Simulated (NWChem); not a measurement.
# C2HBBr (SMILES C#C[B]Br) at 3 levels

Aim: a comparison of 3 runs (UHF/STO-3G, UHF/3-21G, UB3LYP/6-31G*) of C2HBBr. 

Program for the calculation: NWChem 7.3.0.

### Step 1. Starting point

C2HBBr has 5 atoms, charge 0, and is taken as a doublet. As SMILES, `C#C[B]Br`. Geometry: relaxed at GFN2-xTB.

Bond lengths: C1–C2 1.225 Å, C2–B3 1.439 Å, B3–Br4 1.836 Å, C1–H5 1.050 Å. Angles: C1–C2–B3 169.9°, C2–B3–Br4 139.4°, C2–C1–H5 175.7°.

### Step 2. Energy and forces at UHF/STO-3G (run 1)

Contents of c2hbbr.xyz:

```xyz
5
C2HBBr hf
C      0.649750     1.249100     0.105970
C      0.136160     0.137660     0.079820
B     -0.308240    -1.221160     0.239710
Br    -1.520160    -2.387970    -0.495050
H      1.042490     2.222370     0.069550
```

Contents of c2hbbr.nw:

```
start c2hbbr
title "C2HBBr hf"
memory 2200 mb
charge 0
geometry units angstrom noautosym nocenter noautoz
  load format xyz c2hbbr.xyz
end
basis spherical bse
  C library STO-3G
  B library STO-3G
  Br library STO-3G
  H library STO-3G
end
scf
  doublet
  uhf
  thresh 1e-08
  maxiter 80
  print low
end
task scf gradient
```

The run is started by

```
$ nwchem c2hbbr.nw > c2hbbr.out
```

The program printed:

```text
[...]
  functions       =    34
[...]
  wavefunction    = UHF
[...]
         Total SCF energy =  -2644.318643816604
      One electron energy =  -4002.332210716583
      Two electron energy =   1204.243377987351
 Nuclear repulsion energy =    153.770188912629
                       Sz =      0.5000
                 Sz(Sz+1) =      0.7500
                      S^2 =      1.1241
[...]
                         UHF ENERGY GRADIENTS
    atom               coordinates                        gradient
                 x          y          z           x          y          z
   1 C       1.227849   2.360457   0.200254    0.014336   0.029908   0.001214
   2 C       0.257305   0.260140   0.150838   -0.010098  -0.029329   0.002961
   3 B      -0.582489  -2.307658   0.452986   -0.002919   0.013856  -0.009461
   4 Br     -2.872686  -4.512609  -0.935509    0.006271   0.003075   0.005166
   5 H       1.970020   4.199670   0.131430   -0.007590  -0.017510   0.000121
 Task  times  cpu:        5.6s     wall:        5.6s
 Total times  cpu:        5.6s     wall:        5.6s
```

Run time: 6.3 s. Hardware: 1 thread of Intel Xeon 6975P-C (Granite Rapids), shared host; peak memory 0.094 GiB.

### Step 3. Energy and gradient at UHF/3-21G (run 2)

Contents of run.py:

```python
from ase import Atoms
from ase.calculators.nwchem import NWChem

mol = Atoms(['C', 'C', 'B', 'Br', 'H'], positions=[
    [0.649750, 1.249100, 0.105970],
    [0.136160, 0.137660, 0.079820],
    [-0.308240, -1.221160, 0.239710],
    [-1.520160, -2.387970, -0.495050],
    [1.042490, 2.222370, 0.069550],
])

calc = NWChem(
    label='sp',
    theory='scf',
    memory='2200 mb',
    basis='3-21G',
    basispar='spherical bse',
    scf={'nopen': '1', 'uhf': None, 'thresh': '1e-08', 'maxiter': '80'},
)
mol.calc = calc

forces = mol.get_forces()
print("Total energy (eV):", round(mol.get_potential_energy(), 6))
print("forces (eV/A):")
for s, f in zip(mol.symbols, forces):
    print(f"{s:2s} {f[0]:10.5f} {f[1]:10.5f} {f[2]:10.5f}")
```

The run is started by

```
$ export ASE_NWCHEM_COMMAND="nwchem PREFIX.nwi > PREFIX.nwo"
$ python run.py
```

The program printed:

```text
Total energy (eV): -72393.20668
forces (eV/A):
C    -0.51859   -0.70104   -0.21813
C     0.73822    1.57876    0.04458
B     0.81555    0.01753    0.84888
Br   -1.13751   -1.00710   -0.73014
H     0.10228    0.11179    0.05476
```

The calculator wrote sp.nwi:

```
title "sp"

permanent_dir sp

scratch_dir sp

start sp

geometry units angstrom nocenter noautosym noautoz
  C  6.4975000000000005e-01 1.2491000000000001e+00 1.0596999999999999e-01
  C  1.3616000000000000e-01 1.3766000000000000e-01 7.9820000000000002e-02
  B  -3.0824000000000001e-01 -1.2211600000000000e+00 2.3971000000000001e-01
  Br -1.5201600000000000e+00 -2.3879700000000001e+00 -4.9504999999999999e-01
  H  1.0424899999999999e+00 2.2223700000000002e+00 6.9550000000000001e-02
end

memory 2200 mb

basis spherical bse noprint
   * library 3-21G
end

scf
  nopen 1
  uhf
  thresh 1e-08
  maxiter 80
end

task scf gradient
```

sp.nwo:

```text
Northwest Computational Chemistry Package (NWChem) 7.3.0
             --------------------------------------------------------

           Job information
           ---------------

    nwchem branch   = 7.3.0
    use scalapack   = T
    input           = sp.nwi
    prefix          = sp.
    data base       = sp/sp.db
    status          = startup
    nproc           =        1

           Memory information
           ------------------

[... 5 lines left out ...]
    hardfail = no
[... 39 lines left out ...]
            Nuclear Dipole moment (a.u.)
[... 78 lines left out ...]
 2-e energy   =    1193.722471
[... 18 lines left out ...]
  ga_iter_lsolve: convergence stagnant ... aborting solve
[... 13 lines left out ...]
      One electron energy =  -4010.203642307300
[... 9 lines left out ...]
          Final alpha eigenvalues
[... 250 lines left out ...]
                     UHF Final Beta Molecular Orbital Analysis
[... 245 lines left out ...]
                 ----------------------------------------
                 |  Time  |  1-e(secs)   |  2-e(secs)   |
                 ----------------------------------------
                 |  CPU   |       0.00   |       0.61   |
                 ----------------------------------------
                 |  WALL  |       0.00   |       0.61   |
                 ----------------------------------------

 Task  times  cpu:        7.6s     wall:        7.6s
 Total times  cpu:        7.7s     wall:        7.7s
```

It took 8.7 s on 1 thread of Intel Xeon 6975P-C (Granite Rapids), shared host; peak memory 0.096 GiB.

### Step 4. Energy and gradient at UB3LYP/6-31G(d) (Cartesian functions) (run 3)

Contents of nw.nw:

```
start nw
memory total 2200 mb
charge 0
geometry units au noautosym nocenter noautoz
  C      1.22784955     2.36045690     0.20025428
  C      0.25730511     0.26013970     0.15083794
  B     -0.58248918    -2.30765795     0.45298625
  Br    -2.87268607    -4.51260929    -0.93550892
  H      1.97002059     4.19967065     0.13143045
end
basis cartesian
  * library 6-31G*
end
dft
  xc b3lyp
  mult 2
  grid xfine
  convergence energy 1e-08
  maxiter 100
  mulliken
  print low
end
task dft gradient
```

The run is started by

```
$ nwchem nw.nw > nw.out
```

The program printed:

```text
[...]
 d= 0,ls=0.0,diis     1  -2675.3722087267 -2.83D+03  7.53D-03  4.24D-01     2.3
[...]
 d= 0,ls=0.0,diis    14  -2675.4438396666 -1.49D-09  1.50D-07  4.50D-11    28.8
[...]
         Total DFT energy =    -2675.443839666639
      One electron energy =    -4022.393174620974
           Coulomb energy =     1299.690901932169
    Exchange-Corr. energy =     -106.511744781502
 Nuclear repulsion energy =      153.770177803667
[...]
      Total Density - Mulliken Population Analysis
     ---------------------------------------------
    Atom       Charge   Shell Charges
 -----------   ------   -------------------------------------------------------
    1 C    6     6.19   1.99  0.73  1.97  0.62  0.89 -0.00
    2 C    6     5.92   1.99  0.71  2.02  0.68  0.53 -0.02
    3 B    5     5.02   1.99  0.59  1.36  0.50  0.52  0.05
    4 Br  35    35.08   2.00  1.99  6.00  1.93  5.99  1.63  3.84  0.36  1.26  7.02  2.95  0.12
    5 H    1     0.80   0.51  0.28
[...]
      <S2> =      0.7605 (Exact =     0.7500)
                         DFT ENERGY GRADIENTS
    atom               coordinates                        gradient
                 x          y          z           x          y          z
   1 C       1.227850   2.360457   0.200254    0.004740   0.008340   0.001096
   2 C       0.257305   0.260140   0.150838   -0.003027  -0.008781   0.000899
   3 B      -0.582489  -2.307658   0.452986   -0.009419   0.002496  -0.011049
   4 Br     -2.872686  -4.512609  -0.935509    0.013362   0.011233   0.008852
   5 H       1.970021   4.199671   0.131430   -0.005657  -0.013288   0.000202
 Task  times  cpu:       34.3s     wall:       34.3s
 Total times  cpu:       34.3s     wall:       34.3s
```

It took 35 s on 1 thread of Intel Xeon 6975P-C (Granite Rapids), shared host; peak memory 0.13 GiB.

### Step 5. The series

| run | level | Cartesian functions | iteration cap | energy (Eh) | ⟨S²⟩ | largest force (eV/Å) | wall time |
| --- | --- | --- | --- | --- | --- | --- | --- |
| 1 | UHF/STO-3G | no | 80 | -2644.318644 | 1.124 | 1.707 | 6.3 s |
| 2 | UHF/3-21G | no | 80 | -2660.401297 | 0.958 | 1.743 | 8.7 s |
| 3 | UB3LYP/6-31G* (Cartesian functions) | yes | 100 | -2675.443840 | 0.760 | 1.006 | 35 s |

### Step 6. Results

```
                       quantity           value
            run 3: total energy  -2675.44384 Eh
                    run 3: ⟨S²⟩           0.760
run 3: largest force on an atom      1.006 eV/Å
```

In run 1 the basis is minimal, so the values are rough. Spin contamination of the reference: run 1 ⟨S²⟩ = 1.12, run 2 ⟨S²⟩ = 0.96. All runs together took 50 s, the longest 35 s.
